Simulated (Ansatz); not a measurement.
# CH5AlBrCl: the cost of one run

Program: Ansatz 0.2.0. Level of theory: RKS PBE/def2-SVP. These are calculated values, not measurements.

### Step 1. The system as given

Bond lengths: Al1–C3 1.970 Å, C3–H4 1.110 Å, C3–H5 1.110 Å, C3–H6 1.110 Å, Al1–Cl7 2.230 Å, Al1–Br8 2.710 Å. Angles: Al1–C3–H4 109.5°, Al1–C3–H5 109.5°, Al1–C3–H6 109.5°, H4–C3–H5 109.4°, H4–C3–H6 109.4°, H5–C3–H6 109.4°, C3–Al1–Cl7 120.0°, C3–Al1–Br8 105.4°, Cl7–Al1–Br8 92.8°.

Coordinates:

```xyz
9

Al    0.0000    0.0000    0.0000
H     0.0000    0.0000    1.9100
C     1.7060    0.0000   -0.9850
H     2.0356   -1.0462   -1.1552
H     1.5695    0.5080   -1.9624
H     2.4756    0.5381   -0.3932
Cl   -1.9312    0.0000   -1.1150
Br   -0.3390    2.5493    0.8545
H    -0.1270    0.9549    2.0002
```

### Step 2. A restrained relaxation towards end A

Springs on the bonds that form and break draw the guess towards this end; the thresholds are loose.

input.yaml

```yaml
crystal:
  periodic: [false, false, false]
  atoms:
    - { symbol: Al, position_ang: [0.0, 0.0, 0.0] }
    - { symbol: H, position_ang: [0.0, 0.0, 1.91] }
    - { symbol: C, position_ang: [1.706, 0.0, -0.985] }
    - { symbol: H, position_ang: [2.0356, -1.0462, -1.1552] }
    - { symbol: H, position_ang: [1.5695, 0.508, -1.9624] }
    - { symbol: H, position_ang: [2.4756, 0.5381, -0.3932] }
    - { symbol: Cl, position_ang: [-1.9312, 0.0, -1.115] }
    - { symbol: Br, position_ang: [-0.339, 2.5493, 0.8545] }
    - { symbol: H, position_ang: [-0.127, 0.9549, 2.0002] }
basis:
  gaussian: { orbitals: def2-SVP }
hamiltonian:
  xc: pbe
relax:
  f_tol: 0.15
  max_steps: 25
  restrain:
    - { distance: [0, 7], at: 3.61, k: 30.0 }
    - { distance: [8, 1], at: 1.86, k: 30.0 }
    - { distance: [0, 1], at: 1.56, k: 30.0 }
    - { distance: [8, 7], at: 1.55, k: 30.0 }
output:
  orbitals: {}
```

Launch:

```console
$ ansatz run input.yaml --threads 2 --pin off --max-ram 3072MiB --backend cpu --events-out ev --progress --plain --runs-dir out
```

Q: Estimate wall time and peak memory on 2 threads of Arm Neoverse V2, shared host.

About 14 s, with a peak of 0.15 GiB.
